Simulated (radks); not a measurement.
# Ca¹⁹⁺ in 1s1: an all-electron calculation

Wanted: eigenvalues, radial structure and energy terms of the calcium ion Ca19+.

Program: radks (a radial shooting solver on a logarithmic mesh, Libxc functionals) version 1. Level of theory: Dirac Kohn-Sham, PBEsol, spin-unpolarised, spherical densities, point nucleus. These are calculated values, not measurements, unless marked.

### Step 1. Starting point

* element: calcium (Z = 20)
* charge: +19
* electrons: 1
* configuration: 1s1

The outer shells:

Ca¹⁹⁺
```
1s [↑ ]
```

### Step 2. The run

Settings of this run:

```text
Z 20
configuration 1s1 2s0 2p0
relativity Dirac
functional pbe_sol,pbe_sol
spin unpolarised
j_filling average
nucleus point
c 137.035999084
```

On the command line:

```bash
$ python run_ks.py task.json out
```

All runs below come from this command, one after another.

Q: Predict the outcome of this run.

**Answer**, as computed:

```
                        quantity                     value
                    total energy        -199.65422 hartree
exchange-correlation share of it                    2.43 %
                            −T/E                    1.0107
          highest occupied level         1s1/2, -5299.0 eV
    most extended occupied level  1s1/2, <r> = 0.0748 bohr
 radius at density 0.001 e/bohr³                0.370 bohr
    maxima of the radial density                         1
         ionisation energy, NIST        5469.9 (theory) eV
```

What this shows: The radial density shows 1 maxima for 1 occupied principal shells. −T/E is 1.011: with relativity the kinetic term as defined here no longer equals −E. Minus the highest eigenvalue, 5299.0 eV, is 97 % of the tabulated ionisation energy (5469.9 eV). Spin polarisation and multiplet splitting are left out.
